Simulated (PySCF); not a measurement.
# GaH5O2Si: the cost of one run

Computed with PySCF 2.14.0; each step states its level. No surroundings beyond the atoms listed, unless a continuum is named. Atoms count from 0, parts from 1.

## 1. The system as given

Each species was relaxed by itself at PBE0-D3(BJ)/def2-SVPD.

## 2. Energies of the species: wB97M-D3(BJ)/def2-TZVPD

What the job is given:

```
{"job": {"kind": "react", "xc": "wB97M-D3(BJ)", "basis": "def2-TZVPD"}, "charge": 0, "multiplicity": 1}
-1 ClGaH2O2 charge 0 multiplicity 1
O     -0.530900     1.235880    -1.142630
Ga    -0.434660    -0.071870     0.048650
O      1.154880    -0.662620     0.582800
Cl    -2.246330    -0.905340     0.814100
H      0.324590     1.562250    -1.438820
H      1.135210    -1.375760     1.227550

-1 H4Si charge 0 multiplicity 1
Si    -0.000780     0.001990    -0.001500
H      0.775230     0.332630     1.228680
H     -0.803540     1.188560    -0.416830
H     -0.914620    -1.142840     0.279740
H      0.939830    -0.370340    -1.097630

+1 GaH5O2Si charge 0 multiplicity 1
O      0.627370     0.095550     2.229590
Ga     0.514860    -0.194420     0.465650
O      1.940370    -1.139410    -0.097900
Si    -1.329030     0.598690    -0.838360
H      1.411450    -0.285810     2.636820
H      1.989190    -1.343210    -1.034790
H     -2.008430     1.730050    -0.144110
H     -0.842600     1.054130    -2.175250
H     -2.303180    -0.515550    -1.041640

+1 ClH charge 0 multiplicity 1
Cl     0.644660     0.007620    -0.006160
H     -0.643420    -0.006450     0.006300
```

With the program's defaults for keys left out, this is: wB97M-D3(BJ)/def2-TZVPD reaction energy of separated species, gas phase.

Run with:

```
OMP_NUM_THREADS=1 python cluster_run.py task.json out
```

One launch serves the whole session: the jobs run in the order shown.

Q: Estimate the wall time and peak memory of this first job on 1 thread of Intel Xeon at 2.60GHz, shared host.

About 37 s, with a peak of 0.77 GiB.
